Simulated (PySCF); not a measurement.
# ClH3O3Zr: the cost of one run

The runs use PySCF 2.14.0; levels as typed in each script, gas phase, geometry from GFN2-xTB.

## (1) Where the work starts

SMILES `O[Zr](O)(O)Cl`, 8 atoms, charge 0, spin multiplicity 1.

Bond lengths: O1–Zr2 1.870 Å, O1–H6 0.965 Å, Zr2–O3 1.872 Å, Zr2–O4 1.871 Å, Zr2–Cl5 2.280 Å, O3–H7 0.965 Å, O4–H8 0.965 Å. Angles: Zr2–O1–H6 129.9°, O1–Zr2–O3 106.5°, O1–Zr2–O4 106.6°, O1–Zr2–Cl5 112.4°, O3–Zr2–O4 106.5°, O3–Zr2–Cl5 112.3°, O4–Zr2–Cl5 112.2°, Zr2–O3–H7 129.9°, Zr2–O4–H8 129.9°.

As a file:

```csv
atom,x (Å),y (Å),z (Å)
O1,0.9155,1.5694,-0.7288
Zr2,0.2043,0.0004,-0.0004
O3,0.9148,-1.4178,-0.9935
O4,0.9099,-0.1535,1.7258
Cl5,-2.0759,0.0001,-0.0013
H6,1.7359,1.7082,-1.2172
H7,1.7338,-1.9121,-0.8674
H8,1.7288,0.2010,2.0930
```

## (2) Density, bond paths and surface potential (B3LYP/def2-svpd)

The input, input.py:

```python
import numpy as np
from pyscf import gto, scf, dft
from pyscf.scf import atom_ks, atom_hf
from scipy.linalg import block_diag

def solve(mol, dm0=None, hcore=None):
    mf = (dft.UKS if mol.spin else dft.RKS)(mol, xc='b3lyp')
    mf.grids.level = 3
    mf = mf.density_fit(auxbasis='def2-universal-jkfit')
    mf.conv_tol, mf.max_cycle = 1e-8, 80
    if hcore is not None:
        mf.get_hcore = lambda *args: hcore
    mf.kernel(dm0)
    if not mf.converged:
        mf = mf.newton().run(mf.mo_coeff, mf.mo_occ, max_cycle=30)
    assert mf.converged, 'SCF not converged'
    return mf

mol = gto.M(atom='''
O      0.91549     1.56936    -0.72878
Zr     0.20426     0.00045    -0.00036
O      0.91478    -1.41783    -0.99350
O      0.90993    -0.15349     1.72584
Cl    -2.07591     0.00005    -0.00132
H      1.73594     1.70821    -1.21718
H      1.73377    -1.91214    -0.86741
H      1.72878     0.20096     2.09301
''', basis='def2-svpd', ecp={'Zr': 'def2-svpd'}, charge=0, spin=0, verbose=4)
mf = solve(mol)
mf.analyze()
# spherically averaged free atoms, for the promolecule
atom_ks.AtomSphAverageRKS.init_guess_by_vsap = lambda self, mol=None: self.init_guess_by_minao(mol)  # core potentials
atm = atom_ks.get_atm_nrks(mol, xc='b3lyp')
pro = block_diag(*[(atm[a[0]][2] * atm[a[0]][3]) @ atm[a[0]][2].T for a in mol._atom])
np.savez('result.npz', e=mf.e_tot, c=mf.mo_coeff, occ=mf.mo_occ, eps=mf.mo_energy, pro=pro, dip=mf.dip_moment(verbose=0), s2=mf.spin_square()[0])
```

Started as:

```
$ OMP_NUM_THREADS=1 python input.py
```

What time and memory should one allow on 1 thread of Arm Neoverse V1, shared host?

About 22 s, with a peak of 0.6 GiB.
